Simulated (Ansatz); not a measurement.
# BClF3H4N: the cost of one run

All numbers below are computed with Ansatz 0.2.0 (UKS PBE0/STO-3G).

## (1) The system as given

Bond lengths: B1–Cl2 2.168 Å, B1–F3 1.304 Å, B1–F4 1.306 Å, B1–F6 1.678 Å, N8–H9 1.006 Å, N8–H10 1.006 Å. Angles: Cl2–B1–F3 109.0°, Cl2–B1–F4 108.7°, Cl2–B1–F6 101.1°, F3–B1–F4 122.3°, F3–B1–F6 107.1°, F4–B1–F6 106.5°, H9–N8–H10 112.3°.

As a file:

```xyz
10

B     0.1716   -1.7384    0.2926
Cl    1.8092   -0.3318    0.4948
F     0.4848   -2.6282   -0.6083
F    -0.2457   -2.0699    1.4853
H    -0.8696    0.4399   -0.4046
F    -1.0164   -0.7587   -0.3739
H     0.8328    1.0715    0.0935
N    -0.3073    1.6429   -0.2878
H    -0.1832    2.1567   -1.1437
H    -0.6762    2.2160    0.4520
```

## (2) Run 1

150 steps of 0.5 fs at constant energy, with velocities drawn for 600 K.

input.yaml reads:

```yaml
crystal:
  periodic: [false, false, false]
  atoms:
    - { symbol: B, position_ang: [0.1716, -1.7384, 0.2926] }
    - { symbol: Cl, position_ang: [1.8092, -0.3318, 0.4948] }
    - { symbol: F, position_ang: [0.4848, -2.6282, -0.6083] }
    - { symbol: F, position_ang: [-0.2457, -2.0699, 1.4853] }
    - { symbol: H, position_ang: [-0.8696, 0.4399, -0.4046] }
    - { symbol: F, position_ang: [-1.0164, -0.7587, -0.3739] }
    - { symbol: H, position_ang: [0.8328, 1.0715, 0.0935] }
    - { symbol: "N", position_ang: [-0.3073, 1.6429, -0.2878] }
    - { symbol: H, position_ang: [-0.1832, 2.1567, -1.1437] }
    - { symbol: H, position_ang: [-0.6762, 2.216, 0.452] }
magnetization:
  spin_polarized: true
basis:
  gaussian: { orbitals: STO-3G }
hamiltonian:
  xc: pbe0
md:
  timestep: 0.5
  n_steps: 150
  ensemble: nve
  temperature: 600.0
  initial_velocities: maxwell_boltzmann
  seed: 466692
```

On the command line:

```console
> ansatz run input.yaml --threads 1 --pin off --max-ram 2048MiB --backend cpu --events-out ev --progress --plain --runs-dir out
```

What time and memory should one allow on 1 thread of Intel Xeon at 2.50GHz (Skylake/Cascade Lake), shared host?

About 22 min, with a peak of 0.16 GiB.
